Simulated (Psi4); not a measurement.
**SiH2Br2 (dibromosilane): PBE/def2-SVP**

What is the vertical ionisation energy of SiH2Br2 (dibromosilane) at PBE/def2-SVP? 

The calculation is run with Psi4 1.11.

7 further runs of the same task are left out: 5 that didn't finish, 2 set aside as unsound or not needed.

## Step 1: Starting point

The species is SiH2Br2 (5 atoms), meant as a singlet with charge 0. As SMILES, `Br[SiH2]Br`. The coordinates come from a PBE0-D4/def2-TZVP relaxation.

Bond lengths: Br1–Si2 2.207 Å, Si2–Br3 2.207 Å, Si2–H4 1.476 Å, Si2–H5 1.476 Å. Angles: Br1–Si2–Br3 110.8°, Br1–Si2–H4 108.4°, Br1–Si2–H5 108.4°, Br3–Si2–H4 108.4°, Br3–Si2–H5 108.4°, H4–Si2–H5 112.5°.

## Step 2: A single-point energy at PBE/def2-SVP

File job.inp:

```
memory 2200 MB

molecule {
  0 1
  Br    -3.16092599    -2.34191869     0.68466667
  Si     0.29901136    -0.08747542     0.10333022
  Br    -0.55854635     3.42826555    -1.96911352
  H      2.08518050    -1.59347376    -1.42052603
  H      1.33526158     0.59458343     2.60164265
  units bohr
  symmetry c1
  no_reorient
  no_com
}

set {
  puream               true
  e_convergence        1e-09
  d_convergence        1e-08
  scf_type             pk
  dft_radial_points    99
  dft_spherical_points 590
}

e, wfn = energy('pbe/def2-SVP', return_wfn=True)
oeprop(wfn, 'DIPOLE', 'WIBERG_LOWDIN_INDICES', 'QUADRUPOLE')
print_variables()
```

Run with:

```sh
$ psi4 job.inp job.out -n 1
```

job.out:

```text
[...]
  Running in c1 symmetry.
[...]
  Nuclear repulsion =  448.279263033293944
[...]
  Multiplicity = 1
[...]
  Nalpha       = 43
  Nbeta        = 43
[...]
    Number of basis functions: 92
[...]
   @RKS iter   1: -5436.79071245343584   -2.14992e+00   2.19434e-02 ADIIS/DIIS
[...]
   @RKS iter  10: -5437.44507705461911   -2.91038e-11   9.37872e-09 DIIS
[...]
    Orbital Energies [Eh]
    ---------------------
    Doubly Occupied:
       1A   -480.945941     2A   -480.945922     3A    -65.472186
       4A    -61.787223     5A    -61.787206     6A    -55.717173
       7A    -55.717161     8A    -55.714579     9A    -55.714561
      10A    -55.714407    11A    -55.714391    12A     -8.412625
      13A     -8.412610    14A     -6.291272    15A     -6.291260
      16A     -6.282127    17A     -6.282116    18A     -6.281579
      19A     -6.281568    20A     -5.123282    21A     -3.540118
      22A     -3.537944    23A     -3.534933    24A     -2.493595
      25A     -2.493583    26A     -2.491218    27A     -2.491207
      28A     -2.490813    29A     -2.490800    30A     -2.483961
      31A     -2.483954    32A     -2.483950    33A     -2.483943
      34A     -0.733772    35A     -0.712539    36A     -0.497149
[...]
  @RKS Final Energy: -5437.44507705461911
   => Energetics <=
    Nuclear Repulsion Energy =            448.2792630332939439
    One-Electron Energy =               -8460.2624554953727056
    Two-Electron Energy =                2777.9502314623837265
    DFT Exchange-Correlation Energy =    -203.4121160549239278
    Empirical Dispersion Energy =           0.0000000000000000
    VV10 Nonlocal Energy =                  0.0000000000000000
    Total Energy =                      -5437.4450770546191052
[...]
 Multipole Moments:
 ------------------------------------------------------------------------------------
     Multipole            Electronic (a.u.)      Nuclear  (a.u.)        Total (a.u.)
 ------------------------------------------------------------------------------------
 L = 1.  Multiply by 2.5417464519 to convert [e a0] to [Debye]
 Dipole X            :        122.9455923         -122.5749308            0.3706615
 Dipole Y            :        -35.9070056           35.7985939           -0.1084117
 Dipole Z            :         42.4559804          -42.3279000            0.1280804
 Magnitude           :                                                    0.4068755
 L = 2.  Multiply by 1.3450342976 to convert [e a0^2] to [Debye ang]
 Quadrupole XX       :       -405.4790057          368.0025602          -37.4764455
 Quadrupole XY       :       -189.3921348          189.1775835           -0.2145513
[...]
```

Wall time 26 s (1 thread of AMD EPYC (Zen 3), shared host); peak memory 0.84 GiB.

## Step 3: The doublet cation, same level

File job.inp:

```
memory 2200 mb

molecule mol {
  1 2
  Br    -3.16092599    -2.34191869     0.68466667
  Si     0.29901136    -0.08747542     0.10333022
  Br    -0.55854635     3.42826555    -1.96911352
  H      2.08518050    -1.59347376    -1.42052603
  H      1.33526158     0.59458343     2.60164265
  units au
  symmetry c1
}

set basis def2-SVP
set reference uks
set puream true
set e_convergence 1e-09
set d_convergence 1e-08
set scf_type pk
set dft_radial_points 99
set dft_spherical_points 590
set maxiter 100

e_tot, wfn = energy("pbe", return_wfn=True)
print_variables()
```

Run with:

```sh
$ psi4 -i job.inp -o job.out -n 1
```

job.out:

```text
[...]
  Running in c1 symmetry.
[...]
  Nuclear repulsion =  448.279263033294001
[...]
  Multiplicity = 2
[...]
  Nalpha       = 43
  Nbeta        = 42
[...]
    Number of basis functions: 92
[...]
   @UKS iter   1: -5436.53982045792145   -1.89903e+00   2.09276e-02 DIIS/ADIIS
[...]
   @UKS iter  15: -5437.07268948130968   -6.00267e-11   7.59242e-09 DIIS
[...]
   @S^2 Observed:                7.515903776E-01
[...]
    Orbital Energies [Eh]
    ---------------------
    Alpha Occupied:
       1A   -481.190916     2A   -481.190901     3A    -65.693226
       4A    -62.031546     5A    -62.031532     6A    -55.960915
       7A    -55.960914     8A    -55.960911     9A    -55.960902
      10A    -55.958042    11A    -55.958026    12A     -8.657141
      13A     -8.657130    14A     -6.533521    15A     -6.533517
      16A     -6.531686    17A     -6.531678    18A     -6.523542
      19A     -6.523536    20A     -5.346555    21A     -3.762947
      22A     -3.760962    23A     -3.758514    24A     -2.738096
      25A     -2.738090    26A     -2.737864    27A     -2.737857
      28A     -2.731755    29A     -2.731750    30A     -2.730398
      31A     -2.730392    32A     -2.728779    33A     -2.728773
      34A     -0.971273    35A     -0.951289    36A     -0.724477
[...]
  @UKS Final Energy: -5437.07268948130968
   => Energetics <=
    Nuclear Repulsion Energy =            448.2792630332940007
    One-Electron Energy =               -8439.8242930902270018
    Two-Electron Energy =                2757.5515309953361793
    DFT Exchange-Correlation Energy =    -203.0791904197128588
    Empirical Dispersion Energy =           0.0000000000000000
    VV10 Nonlocal Energy =                  0.0000000000000000
    Total Energy =                      -5437.0726894813096806
[...]
 Multipole Moments:
 ------------------------------------------------------------------------------------
     Multipole            Electronic (a.u.)      Nuclear  (a.u.)        Total (a.u.)
 ------------------------------------------------------------------------------------
 L = 1.  Multiply by 2.5417464519 to convert [e a0] to [Debye]
 Dipole X            :         -5.4711226            6.4150283            0.9439058
 Dipole Y            :          1.5980685           -1.8737448           -0.2756762
 Dipole Z            :         -1.8894024            2.2153550            0.3259526
 Magnitude           :                                                    1.0359540
[...]
```

It took 49 s on 1 thread of AMD EPYC (Zen 3), shared host; peak memory 0.84 GiB.

## Step 4: Results

At PBE/def2-SVP:

| quantity | value |
| --- | --- |
| singlet SiH2Br2: total energy | -5437.44508 Eh |
| singlet SiH2Br2: dipole moment | 1.03 D |
| singlet SiH2Br2: HOMO energy | -7.18 eV |
| singlet SiH2Br2: LUMO energy | -1.23 eV |
| singlet SiH2Br2: HOMO–LUMO gap | 5.96 eV |
| doublet cation: total energy | -5437.07269 Eh |
| doublet cation: HOMO energy (highest over α and β) | -13.16 eV |
| doublet cation: LUMO energy (lowest over α and β) | -13.08 eV |
| doublet cation: ⟨S²⟩ | 0.752 |
| vertical ionisation energy (to the doublet cation) | 10.133 eV |

The vertical ionisation energy comes to 10.13 eV (978 kJ/mol). The negative HOMO energy of the first species, 7.18 eV, lies 2.95 eV below that difference.
